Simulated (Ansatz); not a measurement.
# AlCl2H3O: the cost of one run

Method: RKS PBE0-D4/6-31G*, in Ansatz 0.2.0.

### 1 The system as given

Bond lengths: Al1–Cl2 2.580 Å, Al1–Cl3 2.230 Å, Al1–H4 1.560 Å, Al1–O5 2.080 Å, O5–H6 1.010 Å. Angles: Cl2–Al1–Cl3 120.0°, Cl2–Al1–H4 120.0°, Cl2–Al1–O5 71.6°, Cl3–Al1–H4 120.0°, Cl3–Al1–O5 88.6°, H4–Al1–O5 109.9°, Al1–O5–H6 109.5°.

Structure file:

```xyz
7

Al    0.0000    0.0000    0.0000
Cl    0.0000    0.0000    2.5800
Cl    1.9312    0.0000   -1.1150
H    -1.3510    0.0000   -0.7800
O     0.4375   -1.9248    0.6559
H    -0.1954   -2.5811    0.2213
H     0.3128   -1.3761    1.8287
```

### 2 Pulling towards end A

Springs on the bonds that form and break draw the guess towards this end; the thresholds are loose.

The input, input.yaml:

```yaml
crystal:
  periodic: [false, false, false]
  atoms:
    - { symbol: Al, position_ang: [0.0, 0.0, 0.0] }
    - { symbol: Cl, position_ang: [0.0, 0.0, 2.58] }
    - { symbol: Cl, position_ang: [1.9312, 0.0, -1.115] }
    - { symbol: H, position_ang: [-1.351, 0.0, -0.78] }
    - { symbol: O, position_ang: [0.4375, -1.9248, 0.6559] }
    - { symbol: H, position_ang: [-0.1954, -2.5811, 0.2213] }
    - { symbol: H, position_ang: [0.3128, -1.3761, 1.8287] }
basis:
  gaussian: { orbitals: "6-31G*" }
hamiltonian:
  xc: pbe0
  dispersion: d4
relax:
  f_tol: 0.15
  max_steps: 25
  restrain:
    - { distance: [0, 4], at: 2.98, k: 30.0 }
    - { distance: [6, 1], at: 2.57, k: 30.0 }
    - { distance: [0, 1], at: 2.23, k: 30.0 }
    - { distance: [6, 4], at: 1.01, k: 30.0 }
```

Run with:

```console
$ ansatz run input.yaml --threads 1 --pin off --max-ram 2048MiB --backend cpu --events-out ev --progress --plain --runs-dir out
```

What time and memory should one allow on 1 thread of Arm Neoverse V2, shared host?

About 38 s, with a peak of 0.16 GiB.
